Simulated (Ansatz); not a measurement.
**SnN2H4: how energies converge with the basis set**

How large a basis does SnN2H4 need? Two functionals are run in growing sets.

The runs use Ansatz 0.2.0, Gaussian basis; one geometry, several basis sets.

Plan: PBE0-D4/def2-SVP; ωB97M-V/def2-SVP; PBE0-D4/def2-QZVPP; ωB97M-V/def2-QZVPP; the functionals' def2-TZVPP values are taken from earlier runs.

### Step 1. The relaxed structure

All runs share one geometry, relaxed beforehand with PBE0-D4 in a triple-zeta def2 set. Sn takes the def2 core potential; no spin-orbit term is included.

7 atoms, charge 0, spin multiplicity 1.

Atoms are counted from 1 here; the program's logs count them from 0.

Bond lengths: N1–Sn2 2.019 Å, N1–H4 1.008 Å, N1–H5 1.007 Å, Sn2–N3 2.019 Å, N3–H6 1.007 Å, N3–H7 1.008 Å. Angles: Sn2–N1–H4 126.1°, Sn2–N1–H5 122.7°, H4–N1–H5 111.2°, N1–Sn2–N3 94.4°, Sn2–N3–H6 122.7°, Sn2–N3–H7 126.1°, H6–N3–H7 111.2°.

### Step 2. PBE0-D4 in def2-SVP

in.yaml

```yaml
crystal:
  periodic: [false, false, false]
  atoms:
    - {symbol: N, position_ang: [-1.318761, -0.139103, -0.652171]}
    - {symbol: Sn, position_ang: [0.389262, 0.878061, -1.005765]}
    - {symbol: N, position_ang: [1.346248, 0.142569, 0.612949]}
    - {symbol: H, position_ang: [-1.487583, -0.766352, 0.119192]}
    - {symbol: H, position_ang: [-2.127035, -0.069171, -1.248865]}
    - {symbol: H, position_ang: [2.292571, 0.395439, 0.846970]}
    - {symbol: H, position_ang: [0.966498, -0.509444, 1.281990]}
basis:
  gaussian: {orbitals: def2-SVP}
hamiltonian: {xc: pbe0, dispersion: d4}
output: {orbitals: {seedname: orbitals}}
```

Launch:

```console
> ansatz run in.yaml --threads 4 --pin off --events-out ev --progress --plain --max-ram 10444MiB
```

The runs that follow: ωB97M-V in def2-SVP; PBE0-D4 in def2-QZVPP; ωB97M-V in def2-QZVPP.

**Question.** What will the summary of the whole plan be? Wanted: PBE0-D4: double and triple zeta above quadruple; ωB97M-V: double and triple zeta above quadruple.

**Answer**, as computed:

```
                                       quantity          value
PBE0-D4: double and triple zeta above quadruple  4.44, 0.26 eV
ωB97M-V: double and triple zeta above quadruple  4.60, 0.25 eV
```

**Reading.** For PBE0-D4 the step from double to triple zeta gains 4.18 eV and the next only 0.26 eV. Total energies overstate the basis error of differences, where much of it tends to cancel. The LUMO of ωB97M-V is positive and keeps falling with the basis (0.95 to 0.41 eV): an unbound level that the basis holds in place.
